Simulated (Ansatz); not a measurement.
**RbVF3: magnetic order and moments**

Aim, for RbVF3: see how the held total moment moves the results.

Method: DFT PBEsol, scalar-relativistic, plane waves, PAW, in Ansatz 0.2.0.

## (1) Starting point

Symmetry: Pm-3m, No. 221, cubic system. Conventional cell: a = 4.182 Å, b = 4.182 Å, c = 4.182 Å, α = 90.00°, β = 90.00°, γ = 90.00°. Around Rb (site symmetry m-3m) lie 12 F at 2.96 Å. Around V (site symmetry m-3m) lie 6 F at 2.09 Å. F (site symmetry 4/mmm) is surrounded by 2 V at 2.09 Å and 4 Rb at 2.96 Å.

Structure file:

```cif
data_structure
_symmetry_space_group_name_H-M 'P 1'
_symmetry_Int_Tables_number 1
_cell_length_a 4.1820
_cell_length_b 4.1820
_cell_length_c 4.1820
_cell_angle_alpha 90.000
_cell_angle_beta 90.000
_cell_angle_gamma 90.000
_cell_volume 73.14
loop_
_atom_site_label
_atom_site_type_symbol
_atom_site_fract_x
_atom_site_fract_y
_atom_site_fract_z
_atom_site_occupancy
Rb1 Rb 0.00000 0.00000 0.00000 1
V1 V 0.50000 0.50000 0.50000 1
F1 F 0.50000 0.50000 0.00000 1
F2 F 0.00000 0.50000 0.50000 1
F3 F 0.50000 0.00000 0.50000 1
```

The structure comes from the Crystallography Open Database; it is used as listed.

## (2) The base run, which the others are set against

The input, input.yaml:

```yaml
crystal:
  lattice:
    - [4.182, 0.0, 0.0]
    - [0.0, 4.182, 0.0]
    - [0.0, 0.0, 4.182]
  atoms:
    - { symbol: Rb, position: [0.0, 0.0, 0.0] }
    - { symbol: V, position: [0.5, 0.5, 0.5], spin: 2.44 }
    - { symbol: F, position: [0.5, 0.5, 0.0] }
    - { symbol: F, position: [0.0, 0.5, 0.5] }
    - { symbol: F, position: [0.5, 0.0, 0.5] }
basis:
  ecutwfc: 420
kpoints:
  mp_grid: { grid: [8, 8, 8] }
hamiltonian:
  xc: pbesol
scf:
  occupations: { method: gaussian, width: 0.02 }
output:
  forces: true
  stress: true
  eigenvalues: true
  populations: true
magnetization:
  spin_polarized: true
```

It was run beforehand and gave: -1701.6259 eV/atom at zero smearing, pressure -1.64 GPa, largest force 0.000 eV/Å, gap on the mesh 0.57 eV, site moments V +2.22 μB, in 10 SCF cycles and 13 s.

## (3) Held total moment set to 0 μB

The input, input.yaml:

```yaml
crystal:
  lattice:
    - [4.182, 0.0, 0.0]
    - [0.0, 4.182, 0.0]
    - [0.0, 0.0, 4.182]
  atoms:
    - { symbol: Rb, position: [0.0, 0.0, 0.0] }
    - { symbol: V, position: [0.5, 0.5, 0.5] }
    - { symbol: F, position: [0.5, 0.5, 0.0] }
    - { symbol: F, position: [0.0, 0.5, 0.5] }
    - { symbol: F, position: [0.5, 0.0, 0.5] }
basis:
  ecutwfc: 420
kpoints:
  mp_grid: { grid: [8, 8, 8] }
hamiltonian:
  xc: pbesol
scf:
  occupations: { method: gaussian, width: 0.02 }
  lower_state_search: "off"
output:
  forces: true
  stress: true
  eigenvalues: true
magnetization:
  spin_polarized: true
  initial_magnetization: 0.0
  spin_locking: { lock_magnetization: hard }
```

Launch:

```console
> ansatz run input.yaml --threads 1 --pin off --max-ram 2560MiB --backend cpu --events-out ev --progress --plain --runs-dir out
```

## (4) Held total moment set to 0.38 μB

Edit input.yaml of step 3 so:

```diff
@@ -26,3 +26,3 @@
   spin_polarized: true
-  initial_magnetization: 0.0
+  initial_magnetization: 0.38
   spin_locking: { lock_magnetization: hard }
```

## (5) Held total moment set to 0.75 μB

Edit input.yaml of step 4 so:

```diff
@@ -26,3 +26,3 @@
   spin_polarized: true
-  initial_magnetization: 0.38
+  initial_magnetization: 0.75
   spin_locking: { lock_magnetization: hard }
```

## (6) Held total moment set to 1.12 μB

Edit input.yaml of step 5 so:

```diff
@@ -26,3 +26,3 @@
   spin_polarized: true
-  initial_magnetization: 0.75
+  initial_magnetization: 1.12
   spin_locking: { lock_magnetization: hard }
```

## (7) Held total moment set to 1.5 μB

Edit input.yaml of step 6 so:

```diff
@@ -26,3 +26,3 @@
   spin_polarized: true
-  initial_magnetization: 1.12
+  initial_magnetization: 1.5
   spin_locking: { lock_magnetization: hard }
```

## (8) Held total moment: 1.88 μB

Edit input.yaml of step 7 so:

```diff
@@ -26,3 +26,3 @@
   spin_polarized: true
-  initial_magnetization: 1.5
+  initial_magnetization: 1.88
   spin_locking: { lock_magnetization: hard }
```

## (9) Held total moment: 2.25 μB

Edit input.yaml of step 8 so:

```diff
@@ -26,3 +26,3 @@
   spin_polarized: true
-  initial_magnetization: 1.88
+  initial_magnetization: 2.25
   spin_locking: { lock_magnetization: hard }
```

## (10) Held total moment set to 2.62 μB

Edit input.yaml of step 9 so:

```diff
@@ -26,3 +26,3 @@
   spin_polarized: true
-  initial_magnetization: 2.25
+  initial_magnetization: 2.62
   spin_locking: { lock_magnetization: hard }
```

## (11) Held total moment: 3 μB

Edit input.yaml of step 10 so:

```diff
@@ -26,3 +26,3 @@
   spin_polarized: true
-  initial_magnetization: 2.62
+  initial_magnetization: 3.0
   spin_locking: { lock_magnetization: hard }
```

(Steps that only read results are left out.)

Q: Predict the outcome of the series: the values and the trend.

**Answer**, as computed:

```
                    quantity         value
held moment of lowest energy  3.00 μB/cell
```

The energy is lowest at 3.00 μB per cell on this grid (the last point, so the minimum may lie beyond), 288 meV/atom under the state without net moment. The pressure climbs by 3.8 GPa from the first to the last point: a larger moment wants a larger cell.
